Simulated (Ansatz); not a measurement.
**HfH₂ (singlet): the correlation ladder at distance Hf1–H2 = 2.303 Å, def2-SVP**

An exercise on one series of results from a longer session: the logs are not shown, and one member is left open.

The runs use Ansatz 0.2.0, Gaussian basis; def2-SVP, core rule «outside noble gas», up to 4 orbitals frozen.

To be run: UHF; CCSD(T) on RHF; CCSD(T) on UHF; CISD; CCSDT(Q) on RHF; CCSDT(Q) on UHF; CASSCF and MRCISD+Q, 2 electrons in 2 orbitals; CASSCF and NEVPT2, 2 electrons in 2 orbitals; Full CI.

40 further runs of the same task are left out: 22 for a known fault of the program, 15 that didn't finish, 3 set aside as unsound or not needed.

### The geometry

The geometry derives from a PBE0/def2-TZVP stationary point (not a proven minimum). One bond is set to the value named and the two fragments are kept rigid. No spin-orbit coupling is included. Elements past krypton take def2 core potentials.

3 atoms, charge 0, spin multiplicity 1.

Atoms are counted from 1 here; the program's logs count them from 0.

Bond lengths: Hf1–H2 2.303 Å, Hf1–H3 1.912 Å. Angles: H2–Hf1–H3 180.0°.

Set-up of the first run:

Contents of in.yaml:

```yaml
crystal:
  periodic: [false, false, false]
  atoms:
    - {symbol: Hf, position_ang: [0.000000, 0.000000, 0.130400]}
    - {symbol: H, position_ang: [0.000000, 0.000000, -2.172600]}
    - {symbol: H, position_ang: [0.000000, 0.000000, 2.042200]}
basis:
  gaussian: {orbitals: def2-SVP}
magnetization: {spin_polarized: true, initial_magnetization: 0}
hamiltonian: {xc: hf}
output: {orbitals: {seedname: orbitals}}
```

Run with:

```bash
ansatz run in.yaml --threads 1 --pin off --events-out ev --progress --plain --max-ram 2393MiB
```

Steps of the session up to this table: UHF; CCSD(T) on RHF; CCSD(T) on UHF; CISD; CCSDT(Q) on RHF; CCSDT(Q) on UHF; CASSCF and MRCISD+Q, 2 electrons in 2 orbitals; CASSCF and NEVPT2, 2 electrons in 2 orbitals; Full CI.

One of the session's tables, all rows but one given; the rest of the session is left out.

```
       method  from FCI (meV)
          RHF         +2848.5
          UHF         +2316.6
         RMP2          +892.3
         UMP2               ?
         CISD          +312.9
        RCCSD          +118.9
        UCCSD           +93.5
     RCCSD(T)           +37.8
     UCCSD(T)           +46.4
       RCCSDT            +2.9
       UCCSDT           +20.0
    RCCSDT(Q)            +0.2
    UCCSDT(Q)           +18.0
  CASSCF pair         +2388.5
  NEVPT2 pair          +817.9
  MRCISD pair          +239.5
MRCISD+Q pair           -19.1
          FCI               0
```

Q: Estimate the row for UMP2 from the others.

As computed: from FCI (meV): +693.0. In the column «from FCI (meV)» it lies between CISD (+312.9) and NEVPT2 pair (+817.9).

Among the levels timed on like hardware and quicker than the yardstick, those that no quicker one beats, quickest first: RCCSD(T) (0.39 s, +37.8 meV); MRCISD+Q pair (0.63 s, -19.1 meV); RCCSDT(Q) (1.4 s, +0.2 meV). Runs this short are mostly start-up, so their order is noise.

Limits of these values: The determinant is far from a pure spin state, so its energy mixes those of several spin states (harmless only where they are near-degenerate, as at dissociation). The yardstick is full CI for this spin, exact in this basis with these frozen cores. MRCISD+Q pair falls below full CI: the +Q correction isn't variational, and the cores differ from full CI's. Of the multireference levels listed MRCISD+Q pair comes nearest in total energy (-19.1 meV), which doesn't show that its space is the better one. Restricted and unrestricted rows rest on different reference determinants; where their highest levels disagree by more than a few hundredths of an eV, they describe different states and don't form one ladder.
